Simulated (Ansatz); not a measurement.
# CBF2N: how energies converge with the basis set

One table from this session's results is given with a row withheld; the runs are named, their logs left out.

Method: one geometry, several basis sets; program: Ansatz 0.2.0, Gaussian basis.

Plan: PBE0-D4/def2-SVP; ωB97M-V/def2-SVP; PBE0-D4/def2-QZVPP; ωB97M-V/def2-QZVPP; the functionals' def2-TZVPP values are taken from earlier runs.

### Structure used throughout

An earlier PBE0-D4 in a triple-zeta def2 set relaxation fixed the geometry.

SMILES `N#CB(F)F`, 5 atoms, charge 0, spin multiplicity 1.

Atoms are counted from 1 here; the program's logs count them from 0.

Bond lengths: N1–C2 1.150 Å, C2–B3 1.543 Å, B3–F4 1.306 Å, B3–F5 1.306 Å. Angles: N1–C2–B3 180.0°, C2–B3–F4 119.9°, C2–B3–F5 119.9°, F4–B3–F5 120.2°.

Set-up of the first run:

The input, in.yaml:

```yaml
crystal:
  periodic: [false, false, false]
  atoms:
    - {symbol: N, position_ang: [-0.715064, 1.789656, 0.801034]}
    - {symbol: C, position_ang: [-0.319401, 0.804809, 0.359274]}
    - {symbol: B, position_ang: [0.211976, -0.517356, -0.233753]}
    - {symbol: F, position_ang: [1.451153, -0.872809, -0.026162]}
    - {symbol: F, position_ang: [-0.578663, -1.277901, -0.941894]}
basis:
  gaussian: {orbitals: def2-SVP}
hamiltonian: {xc: pbe0, dispersion: d4}
output: {orbitals: {seedname: orbitals}}
```

Among the steps run: PBE0-D4 in def2-SVP; ωB97M-V in def2-SVP; PBE0-D4 in def2-QZVPP; ωB97M-V in def2-QZVPP.

One table of the session follows, with a row left open; its other results are not shown here.

It belongs to the step «Functionals by basis». 

```
functional       basis  HOMO (eV)  LUMO (eV)
   PBE0-D4    def2-SVP     -10.65      -2.16
   PBE0-D4  def2-TZVPP          ?          ?
   PBE0-D4  def2-QZVPP     -10.74      -2.35
   ωB97M-V    def2-SVP     -12.97       0.16
   ωB97M-V  def2-TZVPP     -13.08      -0.07
   ωB97M-V  def2-QZVPP     -13.10      -0.12
```

Estimate the missing values for PBE0-D4, def2-TZVPP.

The run gave: HOMO (eV): -10.73; LUMO (eV): -2.32. In the column «HOMO (eV)» it lies between PBE0-D4, def2-QZVPP (-10.74) and PBE0-D4, def2-SVP (-10.65).
